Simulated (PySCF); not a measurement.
# HfO₂⁻: doublet, from a PBE0 minimum start

Aim: relax HfO₂⁻ as a doublet from a PBE0 minimum start, check by its vibrations whether the end is a minimum, and collect its spectrum and constants.

Computed with PySCF 2.14.0. Level: PBE0, basis Hf def2-SVPD with ECP60, O def2-SVPD, scalar-relativistic core potentials, no spin–orbit coupling, density fitting.

### 1 Starting geometry

3 atoms, charge -1, spin multiplicity 2.

Bond lengths: Hf1–O2 1.824 Å, Hf1–O3 1.824 Å. Angles: O2–Hf1–O3 110.9°.

```xyz
3
charge -1 multiplicity 2
Hf    0.0000    0.0000   -0.1576
O     1.5023    0.0000    0.8773
O    -1.5023    0.0000    0.8773
```

### 2 The SCF at the typed geometry

The steps below are one call of a driver around PySCF. For each, scf.py gives the equivalent set-up of the SCF; relaxations use the driver's own optimiser. After this first run the driver tries any further starts and a stability analysis.

scf.py reads:

```python
from pyscf import gto, scf, dft
mol = gto.M(atom='''
Hf    -0.000000     0.000000    -0.157601
O      1.502308    -0.000000     0.877255
O     -1.502308     0.000000     0.877255''',
    basis={'Hf': 'def2-SVPD', 'O': 'def2-SVPD'},
    ecp={'Hf': 'def2-SVPD'},
    charge=-1, spin=1)
mf = dft.UKS(mol, xc='PBE0')
mf.grids.atom_grid = (50, 194)
aux = {'Hf': 'def2-universal-JKFIT', 'O': 'def2-universal-JKFIT'}
mf = mf.density_fit(auxbasis=aux)
mf.conv_tol = 1e-08
mf.diis_space = 10
mf.max_cycle = 60
mf.init_guess = 'minao'
mf.verbose = 4
mf.kernel()
```

Started as:

```bash
$ OMP_NUM_THREADS=2 python axn.py task.json out
```

Standard output:

```text
init E= -185.341234815444
[... the frontier-level lines of each cycle are left out ...]
cycle= 1 E= -197.837747691421  delta_E= -12.5  |g|= 0.938  |ddm|= 5.26
cycle= 2 E= -190.661251590647  delta_E= 7.18  |g|= 3.26  |ddm|= 3.91
cycle= 3 E= -198.172285222135  delta_E= -7.51  |g|= 0.39  |ddm|=  3.7
cycle= 4 E= -198.23776979259  delta_E= -0.0655  |g|= 0.226  |ddm|= 1.04
cycle= 5 E= -198.268286457199  delta_E= -0.0305  |g|= 0.0406  |ddm|= 0.472
cycle= 6 E= -198.269441381172  delta_E= -0.00115  |g|= 0.0176  |ddm|= 0.0858
cycle= 7 E= -198.269865257076  delta_E= -0.000424  |g|= 0.00564  |ddm|= 0.0756
cycle= 8 E= -198.269972428459  delta_E= -0.000107  |g|= 0.00192  |ddm|= 0.0462
cycle= 9 E= -198.269977664076  delta_E= -5.24e-06  |g|= 0.00057  |ddm|= 0.00808
cycle= 10 E= -198.269978028902  delta_E= -3.65e-07  |g|= 8.16e-05  |ddm|= 0.00235
cycle= 11 E= -198.269978045706  delta_E= -1.68e-08  |g|= 2.7e-05  |ddm|= 0.000297
cycle= 12 E= -198.269978048235  delta_E= -2.53e-09  |g|= 7e-06  |ddm|= 0.000118
Extra cycle  E= -198.26997804836  delta_E= -1.26e-10  |g|= 5.52e-06  |ddm|= 3.04e-05
converged SCF energy = -198.26997804836  <S^2> = 0.75342936  2S+1 = 2.0034264
```

This step, with its further starts and checks, needed 15 s of wall time on 2 threads of Arm Neoverse N1, shared host.

The starts that the driver tried:

```csv
start,energy (Eh)
the minimal-basis guess,-198.269978
a thermally smeared density,-198.269978
a smeared PBE density,-198.269978
```

No lower solution of this spin turned up from the other starts or in the test of internal stability.

### 3 Relaxing the doublet from the PBE0 minimum start

The program finds C2v symmetry in the start, which this walk keeps. Threshold on the gradient: 0.0003 Eh/bohr, with a further test on the energy change.

Changes to scf.py since step 2:

```diff
@@ -3,3 +3,3 @@
-Hf    -0.000000     0.000000    -0.157601
-O      1.502308    -0.000000     0.877255
-O     -1.502308     0.000000     0.877255''',
+Hf     0.000000     0.000000    -0.156202
+O      1.502308     0.000000     0.878654
+O     -1.502308     0.000000     0.878654''',
@@ -16 +15,0 @@
-mf.init_guess = 'minao'
```

Steps of the walk:

```csv
step,energy (Eh),change (kJ/mol),largest symmetric gradient (Eh/bohr)
0,-198.269978,0.00,0.00049
1,-198.269979,0.00,0.00014
```

The walk took 5 s.

End point (C2v, 1 steps, 0.0 kJ/mol gained): Hf–O 1.824 Å (×2); O–Hf–O 111.0°.

### 4 Frequencies

On the finer grid the gradient is checked again; gradients at displacements of ±0.02 bohr then give force constants and infrared intensities.

Changes to scf.py since step 3:

```diff
@@ -3,3 +3,3 @@
-Hf     0.000000     0.000000    -0.156202
-O      1.502308     0.000000     0.878654
-O     -1.502308     0.000000     0.878654''',
+Hf     0.000000     0.000000    -0.157269
+O      1.502375     0.000000     0.877550
+O     -1.502375     0.000000     0.877550''',
@@ -10 +10 @@
-mf.grids.atom_grid = (50, 194)
+mf.grids.atom_grid = (75, 302)
@@ -13 +13 @@
-mf.conv_tol = 1e-08
+mf.conv_tol = 1e-10
```

The driver hands on the density of the step before, so the log starts near convergence.

Log of the central SCF (cycles and frontier levels):

```text
init E= -198.269923403936
[... the frontier-level lines of each cycle are left out ...]
cycle= 1 E= -198.269923403937  delta_E= -6.25e-13  |g|= 1.13e-06  |ddm|= 3.27e-06
Extra cycle  E= -198.269923403937  delta_E= -5.68e-14  |g|= 2.26e-06  |ddm|= 2.66e-06
converged SCF energy = -198.269923403937  <S^2> = 0.75342962  2S+1 = 2.0034267
```

The whole step took 44 s.

Geometry: C2v; Hf–O 1.824 Å (×2); O–Hf–O 110.9°.

Harmonic modes (main isotopes):

```csv
symmetry,ω (cm⁻¹),IR (km/mol),μ (u),type
a1,270,10.8,17.35,bend
b2,777,324,17.73,stretch
a1,855,121,17.00,stretch
```

No imaginary mode, so this is a minimum.

Properties at this point:

```yaml
Dipole_moment_about_the_centre_of_mass: 4.88 D
Highest_occupied_level: -0.54 eV
Lowest_empty_level: 1.84 eV
Rotational_constants: 0.5796, 0.2335, 0.1664 cm⁻¹
Zero-point_energy: 11.4 kJ/mol
Principal_polarisabilities: 97.8, 111.1, 145.6 bohr³
Principal_traceless_quadrupole_moments_about_the_centre_of_mass: -14.38, -0.32, 14.70 D Å
Entropy_at_298.15_K_and_1_bar_electronic_part_spin_only: 283.5 J/(mol K)
Heat_capacity_Cp_at_298.15_K: 45.7 J/(mol K)
Enthalpy_at_298.15_K_above_0_K: 11.51 kJ/mol
Rotational_symmetry_number: 2
Spin_squared_⟨S²⟩: 0.753
```

Charges (e) and bond orders:

```tsv
atom	Mulliken	Löwdin	polar tensor	spin (Mulliken)	Mayer order to Hf1
Hf1	0.60	0.58	0.96	1.19	–
O2,3	-0.80	-0.79	-0.98	-0.10	1.67
```

Mulliken populations on Hf1 (outside its core potential): s 2.97, p 6.26, d 2.03, f 0.13.

### 5 Summary of results

```
                                          quantity                             value
                                           minimum                      doublet, C2v
                                          geometry  Hf–O 1.824 Å (×2); O–Hf–O 110.9°
                                wavenumbers (cm⁻¹)      270 (a1), 777 (b2), 855 (a1)
                    dipole moment (centre of mass)                            4.88 D
highest occupied, lowest empty level (either spin)                    -0.54, 1.84 eV
                        polar-tensor charge of Hf1                           +0.96 e
                                 zero-point energy                       11.4 kJ/mol
                               entropy at 298.15 K                   283.5 J/(mol K)
                                              ⟨S²⟩                             0.753
```

The molecule stays C2v, as typed, and the end point is a minimum. In the infrared the band at 777 cm⁻¹ (b2, stretch) leads. Most of the spin sits on Hf1 (Mulliken spin 1.19, against 1 for the whole molecule). Only this shape and spin were tried, so other structures or states may lie lower. Open d and f shells are described by one determinant, and the ground state may have another occupation or spin. With an element this heavy the missing spin–orbit coupling can shift these numbers.

The search up to here took 65 s.
